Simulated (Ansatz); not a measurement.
# doublet B2NH2OF+ at 6 levels

We compute a comparison of 6 runs (UHF/STO-3G, U-r2SCAN0/def2-SVP, UBHLYP/def2-SVP, UPBE0/def2-SVP, UMP2/def2-SVP, UBCCD(T)/def2-SVP) of doublet B2NH2OF+. 

The calculation is run with Ansatz 0.2.0.

127 further runs of the same task are left out: 127 set aside as unsound or not needed.

### 1 The structure to begin with

B2NH2OF+: 7 atoms, total charge +1, spin state doublet. SMILES of the parent species: `OB1NB1F`. The shape is that of a PBE0-D4/def2-TZVP optimisation. This is one conformer, not always the lowest. That shape belongs to the parent species and isn't relaxed for this state.

Bond lengths: O1–B2 1.347 Å, B2–N3 1.423 Å, B2–B4 1.598 Å, N3–B4 1.403 Å, B4–F5 1.317 Å, O1–H6 0.959 Å, N3–H7 1.012 Å. Angles: O1–B2–N3 134.0°, O1–B2–B4 171.0°, N3–B2–B4 55.0°, B2–N3–B4 68.8°, B2–B4–N3 56.2°, B2–B4–F5 168.4°, N3–B4–F5 135.4°, B2–O1–H6 112.9°, B2–N3–H7 144.6°, B4–N3–H7 146.6°.

### 2 The energy at UHF/STO-3G (run 1)

The input, job.yaml:

```yaml
crystal:
  periodic: [false, false, false]
  atoms:
    - {symbol: O, position_ang: [-1.276700, 0.176400, 1.308100]}
    - {symbol: B, position_ang: [-0.379000, 0.150200, 0.304200]}
    - {symbol: N, position_ang: [0.632200, -0.768200, -0.094800]}
    - {symbol: B, position_ang: [0.587000, 0.339700, -0.954100]}
    - {symbol: F, position_ang: [1.250000, 0.724100, -2.025300]}
    - {symbol: H, position_ang: [-1.829400, 0.960200, 1.293400]}
    - {symbol: H, position_ang: [1.077200, -1.650400, 0.122900]}
basis:
  gaussian:
    orbitals: STO-3G
accuracy: high
hamiltonian:
  xc: hf
output: {orbitals: {seedname: orbitals}}
total_charge: 1
magnetization:
  spin_polarized: true
  initial_magnetization: 1
```

On the command line:

```console
ansatz run job.yaml --threads 1 --pin off --max-ram 3480MiB --events-out events.jsonl --progress --plain --runs-dir runs
```

Standard output:

```text
Warning: RAYON_NUM_THREADS=1 ignored (pool sized by the plan → 1); use --threads N
Functional definition: HF
  name "HF"
  exchange = exact_x
  correlation = 0
537 factors; integrals over basis functions are off by at most 3.0e-8 eV
mean field evaluation 1: about -7488.3076 eV, gradient 2.7e1 eV
mean field evaluation 2: about -7488.3991 eV, gradient 2.7e1 eV
mean field evaluation 4: about -7493.2786 eV, gradient 2.1e0 eV
mean field evaluation 8: about -7493.3407 eV, gradient 5.7e-3 eV
mean field evaluation 16: about -7492.4166 eV, gradient 5.7e0 eV
mean field evaluation 32: about -7492.9860 eV, gradient 1.5e-3 eV
mean field -7493.33706609 eV, -275.3750580124 hartree, gradient 1.5e-8 eV, S^2 0.758206; 2 other end points of the search recorded, 0 dependent functions left out
reference -7493.33706609 eV, -275.3750580124 hartree; 18, 17 occupied and 9, 10 virtual orbitals, 537 factors
Total energy: -7493.33706609 eV, -275.3750580124 hartree
```

Run time: 0.34 s. Hardware: 1 thread of Arm Neoverse V2, shared host.

### 3 The energy at U-r2SCAN0/def2-SVP (run 2)

The input, molecule.yaml:

```yaml
crystal:
  periodic: [false, false, false]
  atoms:
    - {symbol: O, position_ang: [-1.276700, 0.176400, 1.308100]}
    - {symbol: B, position_ang: [-0.379000, 0.150200, 0.304200]}
    - {symbol: "N", position_ang: [0.632200, -0.768200, -0.094800]}
    - {symbol: B, position_ang: [0.587000, 0.339700, -0.954100]}
    - {symbol: F, position_ang: [1.250000, 0.724100, -2.025300]}
    - {symbol: H, position_ang: [-1.829400, 0.960200, 1.293400]}
    - {symbol: H, position_ang: [1.077200, -1.650400, 0.122900]}
basis:
  gaussian: {orbitals: def2-SVP}
total_charge: 1
magnetization: {spin_polarized: true, initial_magnetization: 1}
hamiltonian: {xc: {name: r2SCAN0}}
accuracy: high
output: {orbitals: {seedname: orbitals}}
```

On the command line:

```console
ansatz run molecule.yaml --threads 1 --pin off --max-ram 3480MiB --events-out events.jsonl --progress --plain --runs-dir runs
```

Standard output:

```text
Warning: RAYON_NUM_THREADS=1 ignored (pool sized by the plan → 1); use --threads N
Functional definition: r2SCAN0
  name "r2SCAN0"
  parameter a = 0.25
  parameter k0 = 0.174
  parameter k1 = 0.065
  parameter a1 = 4.9479
  exchange = (1 - a)*r2scan_x(k0 = k0, k1 = k1, a1 = a1) + a*exact_x
  correlation = r2scan_c
1778 factors; integrals over basis functions are off by at most 3.4e-9 eV
mean field evaluation 1: about -7609.7638 eV, gradient 5.9e1 eV
mean field evaluation 2: about -7593.3357 eV, gradient 8.7e1 eV
mean field evaluation 4: about -7621.4723 eV, gradient 4.4e0 eV
mean field evaluation 8: about -7621.7626 eV, gradient 6.7e-1 eV
mean field evaluation 16: about -7621.7651 eV, gradient 2.2e-3 eV
mean field evaluation 32: about -7621.7651 eV, gradient 3.5e-8 eV
mean field -7621.76506357 eV, -280.0946998683 hartree, gradient 3.5e-8 eV, S^2 0.754099; 0 other end points of the search recorded, 0 dependent functions left out
reference -7621.76506518 eV, -280.0946999275 hartree; 18, 17 occupied and 62, 63 virtual orbitals, 1778 factors
Total energy: -7621.76506518 eV, -280.0946999275 hartree
```

Run time: 22 s. Hardware: 1 thread of Arm Neoverse V2, shared host; peak memory 0.45 GiB.

### 4 The energy at UBHLYP/def2-SVP (run 3)

The input, in.yaml:

```yaml
basis:
  gaussian: {orbitals: def2-SVP}
crystal:
  periodic: [false, false, false]
  atoms:
    - {symbol: O, position_ang: [-1.276700, 0.176400, 1.308100]}
    - {symbol: B, position_ang: [-0.379000, 0.150200, 0.304200]}
    - {symbol: "N", position_ang: [0.632200, -0.768200, -0.094800]}
    - {symbol: B, position_ang: [0.587000, 0.339700, -0.954100]}
    - {symbol: F, position_ang: [1.250000, 0.724100, -2.025300]}
    - {symbol: H, position_ang: [-1.829400, 0.960200, 1.293400]}
    - {symbol: H, position_ang: [1.077200, -1.650400, 0.122900]}
total_charge: 1
magnetization: {spin_polarized: true, initial_magnetization: 1}
hamiltonian: {xc: {name: BHLYP}}
accuracy: high
output: {orbitals: {seedname: orbitals}}
```

On the command line:

```console
ansatz run in.yaml --threads 1 --pin off --max-ram 3480MiB --events-out events.jsonl --progress --plain --runs-dir runs
```

Standard output:

```text
Warning: RAYON_NUM_THREADS=1 ignored (pool sized by the plan → 1); use --threads N
Functional definition: BHLYP
  name "BHLYP"
  parameter a = 0.5
  exchange = (1 - a)*b88_x + a*exact_x
  correlation = lyp_c
1778 factors; integrals over basis functions are off by at most 3.4e-9 eV
mean field evaluation 1: about -7612.3236 eV, gradient 5.5e1 eV
mean field evaluation 2: about -7606.3038 eV, gradient 6.9e1 eV
mean field evaluation 4: about -7622.8419 eV, gradient 2.5e0 eV
mean field evaluation 8: about -7622.9561 eV, gradient 9.8e-2 eV
mean field evaluation 16: about -7622.9563 eV, gradient 6.3e-4 eV
mean field -7622.95632210 eV, -280.1384778117 hartree, gradient 8.2e-8 eV, S^2 0.753674; 0 other end points of the search recorded, 0 dependent functions left out
reference -7622.95634506 eV, -280.1384786555 hartree; 18, 17 occupied and 62, 63 virtual orbitals, 1778 factors
Total energy: -7622.95634506 eV, -280.1384786555 hartree
```

It took 11 s on 1 thread of Arm Neoverse V2, shared host; peak memory 0.32 GiB.

Runs 4 to 5 aren't shown in full; the table further down has their settings and results.

### 5 A single-point energy at UBCCD(T)/def2-SVP (run 6)

The input, run.yaml:

```yaml
crystal:
  periodic: [false, false, false]
  atoms:
    - {symbol: O, position_ang: [-1.276700, 0.176400, 1.308100]}
    - {symbol: B, position_ang: [-0.379000, 0.150200, 0.304200]}
    - {symbol: N, position_ang: [0.632200, -0.768200, -0.094800]}
    - {symbol: B, position_ang: [0.587000, 0.339700, -0.954100]}
    - {symbol: F, position_ang: [1.250000, 0.724100, -2.025300]}
    - {symbol: H, position_ang: [-1.829400, 0.960200, 1.293400]}
    - {symbol: H, position_ang: [1.077200, -1.650400, 0.122900]}
basis:
  gaussian:
    orbitals: def2-SVP
total_charge: 1
magnetization:
  spin_polarized: true
  initial_magnetization: 1
correlation:
  method: bccd_t
  frozen_orbitals: {B: 1, F: 1, H: 0, "N": 1, O: 1}
accuracy: high
scf:
  omitted_lower_state_checks: [cluster_reference, increment]
```

On the command line:

```console
ansatz run run.yaml --threads 1 --pin off --max-ram 3480MiB --events-out events.jsonl --progress --plain --runs-dir runs
```

Standard output:

```text
Warning: RAYON_NUM_THREADS=1 ignored (pool sized by the plan → 1); use --threads N
[... 13 lines left out ...]
5 core orbitals not correlated: weight in the atoms' cores, before any rotation towards them, 1.000 or more for the frozen orbitals, at most 0.000 for the correlated occupied ones
[... 34 lines left out ...]
Total energy: -7607.31948548 eV, -279.5638346649 hartree
Checks for a lower state left out: cluster_reference, increment
```

It took 97 s on 1 thread of Arm Neoverse V2, shared host; peak memory 1.1 GiB.

### 6 All runs side by side

| run | level | frozen core orbitals | energy (Eh) | HOMO energy (eV) | LUMO energy (eV) | ⟨S²⟩ | wall time |
| --- | --- | --- | --- | --- | --- | --- | --- |
| 1 | UHF/STO-3G | – | -275.375058 | -17.33 | -6.58 | 0.758 | 0.34 s |
| 2 | U-r2SCAN0/def2-SVP | – | -280.094700 | -16.35 | -11.89 | 0.754 | 22 s |
| 3 | UBHLYP/def2-SVP | – | -280.138479 | -17.47 | -11.33 | 0.754 | 11 s |
| 4 | UPBE0/def2-SVP | – | -279.969529 | -16.09 | -12.20 | 0.753 | 11 s |
| 5 | UMP2/def2-SVP | 5 | -279.524595 | – | – | 0.759 | 3.6 s |
| 6 | UBCCD(T)/def2-SVP | 5 | -279.563835 | – | – | 0.759 | 97 s |

### 7 Results

```
                                          quantity          value
                               run 6: total energy  -279.56383 Eh
run 6: correlation energy (5 core orbitals frozen)     -713.4 mEh
                             run 6: (T) correction     -24.16 mEh
          run 6: ⟨S²⟩ of the reference determinant          0.759
```

In words: Totals of different functionals can't be ranked against each other. In run 1 the basis is minimal, so the values are rough. All runs together took 2.4 min, the longest 97 s.
